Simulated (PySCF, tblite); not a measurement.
# C11H10O3S: electronic excitations, NMR shifts

Aim: compute the electronic excitations, NMR shifts of C11H10O3S (`CS(=O)(=O)Oc1ccc2ccccc2c1`).

Programs: tblite 0.8.0 and PySCF 2.14.0, with routines of our own; each step states its level. All values are computed. Atoms count from 0.

## 1. The system as given

25 atoms, charge 0, multiplicity 1; geometry from: force field, distance geometry or constructed start.

## 2. Geometry optimisation with GFN2-xTB

What the job is given:

```
{"job": {"kind": "relax", "xc": "GFN2-xTB", "basis": "xTB"}, "charge": 0, "multiplicity": 1}
C     -4.540700     1.185500     0.649700
S     -3.382900    -0.126500     0.882800
O     -3.198500    -0.321100     2.316500
O     -3.752500    -1.216800     0.006600
O     -2.087200     0.648600     0.280100
C     -0.845500     0.075300     0.202900
C     -0.519700    -1.207900     0.629200
C      0.794500    -1.678000     0.506600
C      1.800000    -0.877500    -0.050200
C      3.113900    -1.338100    -0.181300
C      4.102600    -0.523400    -0.739500
C      3.783900     0.761300    -1.165400
C      2.476000     1.237400    -1.034900
C      1.475900     0.428300    -0.486600
C      0.150500     0.892800    -0.349300
H     -4.607200     1.419200    -0.407600
H     -4.216100     2.060800     1.221100
H     -5.519300     0.846400     1.014000
H     -1.258700    -1.874500     1.072000
H      1.022600    -2.687800     0.848300
H      3.382200    -2.335200     0.147400
H      5.121100    -0.890800    -0.834700
H      4.558500     1.403300    -1.590800
H      2.246700     2.239800    -1.381800
H     -0.106600     1.893400    -0.679700
```

Launch:

```
$ OMP_NUM_THREADS=1 python large_run.py task.json out
```

The driver reads the jobs from task.json and runs them one after another.

Log:

```text
step      E/eV     max force
  0   -1199.84830    1.720
  1   -1199.98651    0.906
  2   -1200.01388    0.438
  3   -1200.02706    0.335
  4   -1200.03491    0.379
  5   -1200.03889    0.203
  6   -1200.04239    0.176
  7   -1200.04513    0.122
  8   -1200.04739    0.122
  9   -1200.04963    0.117
 10   -1200.05139    0.103
 11   -1200.05274    0.107
 12   -1200.05414    0.113
 13   -1200.05618    0.178
 14   -1200.05884    0.208
 15   -1200.06126    0.168
 16   -1200.06278    0.086
 17   -1200.06336    0.073
 18   -1200.06450    0.044
 19   -1200.06467    0.039
 20   -1200.06490    0.034
 21   -1200.06513    0.035
 22   -1200.06536    0.038
 23   -1200.06560    0.033
 24   -1200.06585    0.046
 25   -1200.06618    0.049
 26   -1200.06656    0.050
 27   -1200.06694    0.059
 28   -1200.06723    0.060
 29   -1200.06750    0.055
 30   -1200.06781    0.044
 31   -1200.06824    0.051
 32   -1200.06871    0.048
 33   -1200.06912    0.045
 34   -1200.06943    0.044
 35   -1200.06970    0.039
 36   -1200.06998    0.037
 37   -1200.07026    0.036
 38   -1200.07050    0.035
 39   -1200.07070    0.033
 40   -1200.07086    0.031
 41   -1200.07099    0.022
 42   -1200.07107    0.014
```

It took 0.54 s on 1 thread of Intel Xeon 6975P-C, shared host; peak memory 0.18 GiB.

The steps of the relaxation:

```csv
step,energy from step 0 (eV),largest force (eV/Å)
0,0.0000,1.7204
1,-0.1382,0.9068
2,-0.1656,0.4377
3,-0.1788,0.3354
4,-0.1866,0.3788
5,-0.1906,0.2031
6,-0.1941,0.1763
7,-0.1968,0.1223
8,-0.1991,0.1227
10,-0.2031,0.1030
13,-0.2079,0.1782
16,-0.2145,0.0855
18,-0.2162,0.0440
21,-0.2168,0.0347
24,-0.2175,0.0456
27,-0.2186,0.0586
29,-0.2192,0.0547
32,-0.2204,0.0484
35,-0.2214,0.0396
38,-0.2222,0.0356
39,-0.2224,0.0328
40,-0.2226,0.0309
41,-0.2227,0.0221
42,-0.2228,0.0137
```

Close pairs (by a distance rule), those that changed most:

```csv
bond,before (Å),after (Å),change (Å)
C6–C7,1.401,1.366,-0.035
C11–C12,1.398,1.367,-0.031
C9–C10,1.397,1.367,-0.031
S1–O2,1.459,1.428,-0.031
C5–C14,1.402,1.372,-0.030
C0–S1,1.765,1.793,+0.027
S1–O3,1.447,1.428,-0.019
C0–H17,1.098,1.082,-0.016
```

The next job starts from the end point, and lists it.

## 3. Electronic excitations: TDA CAM-B3LYP/def2-SVP

What the job is given:

```
{"job": {"kind": "uv", "basis": "def2-SVP", "grid": 1, "kgrid": 0, "vcut": 1.5, "nstates": 6, "ntriplets": 2, "tda": true, "delta": ["ip_vertical"], "pop": true, "xc": "CAM-B3LYP"}, "charge": 0, "multiplicity": 1}
C     -4.552426     1.128978     0.676327
S     -3.317491    -0.153832     0.883576
O     -3.086546    -0.401319     2.270845
O     -3.614926    -1.269893     0.043805
O     -2.093386     0.701166     0.259545
C     -0.824380     0.168292     0.165696
C     -0.544614    -1.135118     0.609249
C      0.725193    -1.628051     0.500837
C      1.766567    -0.853355    -0.050602
C      3.084086    -1.342098    -0.171894
C      4.070479    -0.564650    -0.711092
C      3.783316     0.736555    -1.153063
C      2.516635     1.239659    -1.049424
C      1.475929     0.462892    -0.497118
C      0.160715     0.953569    -0.376598
H     -4.610286     1.350878    -0.379509
H     -4.224194     1.986162     1.246348
H     -5.494521     0.749520     1.048543
H     -1.342944    -1.723977     1.028628
H      0.945679    -2.629116     0.840656
H      3.296847    -2.345016     0.169767
H      5.076931    -0.946123    -0.800650
H      4.575183     1.336115    -1.577337
H      2.294214     2.240840    -1.389018
H     -0.072623     1.952409    -0.712118
```

Method: TDA CAM-B3LYP/def2-SVP, vertical, gas phase, core orbitals frozen in the response, virtual orbitals cut by energy.

Log:

```text
start: PBE on a coarse grid of 22026 points
cycle   1  E = -1046.8494488973  dE =  3.116e+00  |g| = 1.404e+00  |ddm| = 6.972e+00
cycle   2  E = -1045.2439430290  dE =  1.606e+00  |g| = 3.155e+00  |ddm| = 4.589e+00
cycle   3  E = -1047.1606614311  dE = -1.917e+00  |g| = 6.383e-01  |ddm| = 3.663e+00
cycle   4  E = -1047.2415558147  dE = -8.089e-02  |g| = 2.453e-01  |ddm| = 9.211e-01
cycle   5  E = -1047.2508048216  dE = -9.249e-03  |g| = 1.127e-01  |ddm| = 3.138e-01
cycle   6  E = -1047.2536563021  dE = -2.851e-03  |g| = 3.234e-02  |ddm| = 1.494e-01
cycle   7  E = -1047.2539172596  dE = -2.610e-04  |g| = 1.308e-02  |ddm| = 5.267e-02
cycle   8  E = -1047.2539602133  dE = -4.295e-05  |g| = 4.140e-03  |ddm| = 1.913e-02
final grid: 96283 points
cycle   9  E = -1048.0697134362  dE = -1.007e-02  |g| = 1.066e-01  |ddm| = 6.655e-01
cycle  10  E = -1048.0687284331  dE =  9.850e-04  |g| = 1.317e-01  |ddm| = 2.067e-01
cycle  11  E = -1048.0718926187  dE = -3.164e-03  |g| = 1.118e-02  |ddm| = 1.126e-01
cycle  12  E = -1048.0719123920  dE = -1.977e-05  |g| = 7.342e-03  |ddm| = 1.738e-02
cycle  13  E = -1048.0719261531  dE = -1.376e-05  |g| = 1.442e-03  |ddm| = 8.484e-03
cycle  14  E = -1048.0719258201  dE =  3.330e-07  |g| = 3.448e-04  |ddm| = 2.167e-03
cycle  15  E = -1048.0719270816  dE = -1.261e-06  |g| = 1.786e-04  |ddm| = 9.609e-04
cycle  16  E = -1048.0719276230  dE = -5.415e-07  |g| = 6.549e-05  |ddm| = 4.430e-04
converged SCF energy = -1048.0719276230
Vertical ionisation energy (delta-SCF) = 8.0288 eV   <S^2> = 0.776

Static polarisability (au): isotropic 139.564, principal 71.120 135.217 212.355

Singlet excitations
state   eV       nm        f      main configurations
  1   4.7021    263.7   0.01737   H-1->L 0.38, H->L+1 0.36, H->L 0.20
  2   5.0020    247.9   0.08021   H->L 0.66, H-1->L 0.14, H->L+1 0.11
  3   6.4940    190.9   0.31716   H->L+2 0.53, H-2->L 0.27
  4   6.5841    188.3   0.43913   H-1->L+2 0.29, H-2->L+1 0.20, H->L+2 0.10
  5   6.6792    185.6   1.37133   H->L+1 0.27, H-1->L 0.21, H-1->L+1 0.18
  6   6.9041    179.6   0.60195   H-1->L+1 0.56, H-1->L+2 0.10

Triplet excitations (Tamm-Dancoff, eV): 3.0839 4.1502
```

Wall time 34 s (1 thread of Intel Xeon 6975P-C, shared host); peak memory 0.65 GiB.

Frontier orbitals and where they lie:

```csv
orbital,eV,atoms
HOMO−4,-10.50,"O2 23 %, O3 23 %, C0 13 %"
HOMO−3,-10.13,"O3 33 %, O2 33 %, C7 8 %"
HOMO−2,-9.63,"C9 17 %, C14 17 %, C13 15 %"
HOMO−1,-8.19,"C6 20 %, C8 19 %, C11 18 %"
HOMO,-7.43,"C14 19 %, C12 16 %, C9 14 %"
LUMO,-0.17,"C7 18 %, C9 16 %, C14 15 %"
LUMO+1,0.75,"C13 18 %, C10 16 %, C8 16 %"
LUMO+2,1.91,"C12 15 %, C9 15 %, C7 14 %"
LUMO+3,2.59,"H17 26 %, C0 16 %, H16 14 %"
```

With each of the 6 states as a Gaussian band of 0.4 eV half-width at 1/e, the curve within the window shown has maxima at 250 nm (ε 3,700), 185 nm (ε 100,000) L/(mol cm). Beyond the last state computed it falls off for lack of states. The curve at chosen wavelengths:

| nm | ε (L/mol/cm) |
| --- | --- |
| 172 | 25969 |
| 177 | 60683 |
| 182 | 92937 |
| 188 | 96011 |
| 193 | 69682 |
| 198 | 38433 |
| 203 | 16697 |
| 208 | 5912 |
| 214 | 1411 |
| 219 | 554 |
| 224 | 641 |
| 229 | 1182 |
| 234 | 1971 |
| 240 | 2943 |
| 245 | 3502 |
| 250 | 3676 |
| 255 | 3466 |
| 260 | 2983 |
| 266 | 2254 |
| 271 | 1664 |
| 276 | 1165 |
| 281 | 779 |
| 286 | 500 |
| 292 | 280 |
| 297 | 167 |
| 302 | 96 |

Ground-state properties from the same run:

```csv
property,computed
dipole moment (D),2.82
polarisability (Å³),20.68
HOMO–LUMO gap (eV),7.27
−ε(HOMO) (eV),7.43
```

## 4. NMR shifts: GIAO KT3/pcSseg-1

Settings changed since step 3:

```diff
@@ -1,2 +1,2 @@
-{"job": {"kind": "uv", "basis": "def2-SVP", "grid": 1, "kgrid": 0, "vcut": 1.5, "nstates": 6, "ntriplets": 2, "tda": true, "delta": ["ip_vertical"], "pop": true, "xc": "CAM-B3LYP"}, "charge": 0, "multiplicity": 1}
+{"job": {"kind": "nmr", "xc": "KT3", "basis": "pcSseg-1", "pop": false}, "charge": 0, "multiplicity": 1}
 C     -4.552426     1.128978     0.676327
```

Level: GIAO KT3/pcSseg-1 NMR shielding, non-relativistic, gas phase.

Log:

```text
start: PBE on a coarse grid of 22026 points
cycle   1  E = -1047.4121959869  dE =  3.220e+00  |g| = 1.446e+00  |ddm| = 5.602e+00
cycle   2  E = -1045.8741888362  dE =  1.538e+00  |g| = 3.165e+00  |ddm| = 3.935e+00
cycle   3  E = -1047.7158028507  dE = -1.842e+00  |g| = 6.630e-01  |ddm| = 3.197e+00
cycle   4  E = -1047.8009990792  dE = -8.520e-02  |g| = 2.441e-01  |ddm| = 8.363e-01
cycle   5  E = -1047.8092788993  dE = -8.280e-03  |g| = 1.168e-01  |ddm| = 2.749e-01
cycle   6  E = -1047.8121999963  dE = -2.921e-03  |g| = 3.319e-02  |ddm| = 1.356e-01
cycle   7  E = -1047.8124620890  dE = -2.621e-04  |g| = 1.415e-02  |ddm| = 4.744e-02
cycle   8  E = -1047.8125084673  dE = -4.638e-05  |g| = 4.494e-03  |ddm| = 1.748e-02
final grid: 203240 points
cycle   9  E = -1061.7093025430  dE = -3.523e-02  |g| = 2.026e-01  |ddm| = 9.894e-01
cycle  10  E = -1061.6972125619  dE =  1.209e-02  |g| = 3.055e-01  |ddm| = 4.252e-01
cycle  11  E = -1061.7140914215  dE = -1.688e-02  |g| = 6.596e-02  |ddm| = 3.234e-01
cycle  12  E = -1061.7147961946  dE = -7.048e-04  |g| = 2.426e-02  |ddm| = 7.742e-02
cycle  13  E = -1061.7149459889  dE = -1.498e-04  |g| = 7.322e-03  |ddm| = 3.218e-02
cycle  14  E = -1061.7149594260  dE = -1.344e-05  |g| = 1.373e-03  |ddm| = 9.568e-03
cycle  15  E = -1061.7149597699  dE = -3.438e-07  |g| = 8.167e-04  |ddm| = 2.113e-03
cycle  16  E = -1061.7149620224  dE = -2.253e-06  |g| = 2.337e-04  |ddm| = 1.051e-03
cycle  17  E = -1061.7149611985  dE =  8.239e-07  |g| = 7.189e-05  |ddm| = 3.295e-04
converged SCF energy = -1061.7149611985

GIAO shielding tensors (ppm)
atom      isotropic    diamagn.    paramagn.     s11        s22        s33       span
  0 C      140.708     253.685    -112.976    116.773    118.584    186.768     69.995
  1 S      227.198    1057.197    -829.999     78.794    188.845    413.954    335.160
  2 O       82.861     400.100    -317.240     52.578     73.058    122.946     70.367
  3 O       82.865     400.315    -317.450     52.528     73.021    123.045     70.517
  4 O       82.169     410.870    -328.701     -0.420     90.932    155.995    156.415
  5 C       39.956     262.939    -222.983    -36.553     50.995    105.426    141.979
  6 C       71.605     263.169    -191.564     -5.997     56.542    164.270    170.268
  7 C       62.019     253.268    -191.249    -24.392     54.116    156.333    180.725
  8 C       62.437     255.238    -192.800     -3.736      1.010    190.038    193.774
  9 C       62.502     244.340    -181.838    -29.200     56.670    160.035    189.234
 10 C       65.772     252.297    -186.525    -31.150     56.784    171.682    202.832
 11 C       64.338     252.449    -188.111    -34.009     54.804    172.218    206.227
 12 C       63.541     246.462    -182.921    -27.849     59.907    158.565    186.414
 13 C       58.780     254.901    -196.121     -5.847     -2.526    184.714    190.561
 14 C       78.339     255.198    -176.860     12.083     70.121    152.813    140.730
 15 H       28.726      30.154      -1.428     25.495     27.195     33.488      7.993
 16 H       28.725      30.047      -1.322     25.495     27.193     33.486      7.991
 17 H       28.896      21.417       7.480     25.883     26.872     33.934      8.052
 18 H       23.424      37.176     -13.752     16.612     22.774     30.886     14.274
 19 H       24.010      35.220     -11.210     19.005     24.728     28.296      9.292
 20 H       23.976      32.576      -8.600     19.240     24.479     28.210      8.970
 21 H       24.285      28.321      -4.036     20.128     25.647     27.080      6.952
 22 H       24.241      29.141      -4.900     20.116     25.450     27.157      7.041
 23 H       24.049      33.836      -9.787     19.159     24.403     28.585      9.426
 24 H       24.594      37.531     -12.937     19.131     24.924     29.727     10.596
```

Wall time 18 s (1 thread of Intel Xeon 6975P-C, shared host); peak memory 0.56 GiB.

The references, computed at this level on geometries of the same kind, shield at (ppm): 1H TMS 31.76, 13C TMS 184.7, 17O H2O 330.8. Their shielding less the atom's gives the shift. The references are single molecules in the gas phase, so shifts against H2O, NH3, PH3, H3PO4 or CFCl3 are not on the usual liquid scales and can be off by tens of ppm. Atoms listed in one row are averaged.

```csv
atoms,environment,σ (ppm),δ (ppm)
C5,aromatic carbon bearing oxygen,40.0,144.8
C13,ring-fusion aromatic carbon,58.8,125.9
C7,aromatic CH,62.0,122.7
C8,ring-fusion aromatic carbon,62.4,122.3
C9,aromatic CH,62.5,122.2
C12,aromatic CH,63.5,121.2
C11,aromatic CH,64.3,120.4
C10,aromatic CH,65.8,119.0
C6,aromatic CH,71.6,113.1
C14,aromatic CH,78.3,106.4
C0,methyl carbon bonded to S,140.7,44.0
H18,hydrogen on an aromatic CH,23.42,8.34
H20,hydrogen on an aromatic CH,23.98,7.78
H19,hydrogen on an aromatic CH,24.01,7.75
H23,hydrogen on an aromatic CH,24.05,7.71
H22,hydrogen on an aromatic CH,24.24,7.52
H21,hydrogen on an aromatic CH,24.28,7.48
H24,hydrogen on an aromatic CH,24.59,7.17
"H15, H16, H17",hydrogen on a methyl carbon bonded to S,28.78,2.98
S1,sulfonyl sulfur,227,–
O4,"oxygen bonded to C, S",82.2,248.6
"O2, O3",S=O oxygen,82.9,247.9
```

Ring of atoms C5, C6, C7, C8, C13, C14: NICS(0) -10.5, NICS(1) -11.4, NICS(1)zz -27.1 ppm (means of both faces).

Ring of atoms C8, C9, C10, C11, C12, C13: NICS(0) -8.8, NICS(1) -11.2, NICS(1)zz -27.9 ppm (means of both faces).

## 5. Results

```
                                                              quantity                                                                           value
                                   lowest singlet (CAM-B3LYP/def2-SVP)                                                     4.70 eV (264 nm), f = 0.017
                              brightest single state of those computed                                                     state 5, 6.68 eV, f = 1.371
                                                        lowest triplet                                                                         3.08 eV
                                     vertical ionisation energy (ΔSCF)                                                                         8.03 eV
                                 13C shifts against TMS (KT3/pcSseg-1)  144.8, 125.9, 122.7, 122.3, 122.2, 121.2, 120.4, 119.0, 113.1, 106.4, 44.0 ppm
 1H shifts against TMS (KT3/pcSseg-1, means over atoms taken as alike)                              8.34, 7.78, 7.75, 7.71, 7.52, 7.48, 7.17, 2.98 ppm
17O shifts against H2O (KT3/pcSseg-1, means over atoms taken as alike)                                                                248.6, 247.9 ppm
                                        shieldings of S (KT3/pcSseg-1)                                                                    S1 227.2 ppm
```

In words: The first singlet state (HOMO−1→LUMO 0.38, HOMO→LUMO+1 0.36) lies at 4.70 eV and is weak; of the 6 states computed, the strongest absorption comes from state 5 at 6.68 eV (the last state computed is bright too, and its partners may lie past the list). The lowest triplet lies 1.62 eV below the lowest singlet. The basis of CAM-B3LYP/def2-SVP has no diffuse functions, so Rydberg states are missing and the high states are unreliable. The orbital energy would give 7.43 eV for ionisation, ΔSCF gives 8.03 eV. At KT3/pcSseg-1: Shielding is most anisotropic at S1 (span 335 ppm, paramagnetic term -830 ppm). NICS(1)zz of -27 ppm above the planar ring from C5 marks a diatropic (aromatic) ring current. NICS(1)zz of -28 ppm above the planar ring from C8 marks a diatropic (aromatic) ring current.
